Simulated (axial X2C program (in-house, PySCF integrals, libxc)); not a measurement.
# A two-component session on TeH⁺: properties at the nuclei

Wanted for TeH⁺: properties at the nuclei, at the two-component level.

The runs use an in-house X2C program for linear molecules on PySCF integrals; two-component X2C with atomic mean-field terms, Te dyall-acv3z, H dyall-av3z.

All values are calculated.

### Step 1. Set-up

task.json

```json
{
 "zs": [
  52,
  1
 ],
 "q": 1,
 "bas": [
  "dyall-acv3z",
  "dyall-av3z"
 ],
 "r0": 1.68,
 "levels": [
  "PBE0",
  "HF",
  "B3LYP"
 ],
 "nst": 1,
 "ff": 1,
 "thr": -3.5,
 "nmax": 130,
 "opt": {
  "ecut": 60
 }
}
```

Keys: zs atomic numbers; q charge; bas basis sets; r0 starting distance in Å; levels methods (HF also brings MP2); nst determinants followed; ff finite-field run; thr threshold in hartree for freezing inner shells (an s shell follows its p shell); nmax most natural virtual spinors; ecut virtual cutoff in hartree.

Started as:

```console
$ python soeom.py task.json out
```

The runs that follow: Expectation values, lowest determinant; Finite-field coupled cluster.

**Question.** What will these runs give? Wanted: lowest determinant; Eeff magnitude; Ws magnitude Te; A∥/gI Te; qzz Te (for each run or level that gives them).

As calculated:

```
                       quantity                                            value
             lowest determinant  Ω = 1 (excess of +ω over −ω: ω = -1/2, ω = 3/2)
   Eeff magnitude (GV/cm), PBE0                                            0.594
    Ws magnitude Te (kHz), PBE0                                            0.415
           A∥/gI Te (MHz), PBE0                                            -1230
            qzz Te (a.u.), PBE0                                            -3.19
Eeff magnitude (GV/cm), CCSD(T)                                            0.964
 Ws magnitude Te (kHz), CCSD(T)                                            0.633
        A∥/gI Te (MHz), CCSD(T)                                             -900
         qzz Te (a.u.), CCSD(T)                                            -2.92
```

In the first state, the effective field runs from 0.594 to 1.93 GV/cm over the mean-field levels, so the levels don't agree on it. The expectation values come from single determinants, which for open shells can mix terms of unlike spin or miss the lowest Ω, so a determinant need not be a state. Eeff is the effective electric field on the electron dipole moment in this Ω state and Ws the scalar–pseudoscalar constant (defined with the proton number Z and per Ω); A∥ is the parallel hyperfine constant, which follows by multiplying with the nuclear g factor gI = μI/(I μN); qzz is the electric field gradient, eQq0 = 234.96 MHz × Q/barn × qzz. The operators were transformed with the bare-nucleus X2C matrices. Correlation of the inner shells is missing, which matters for properties at the nucleus.
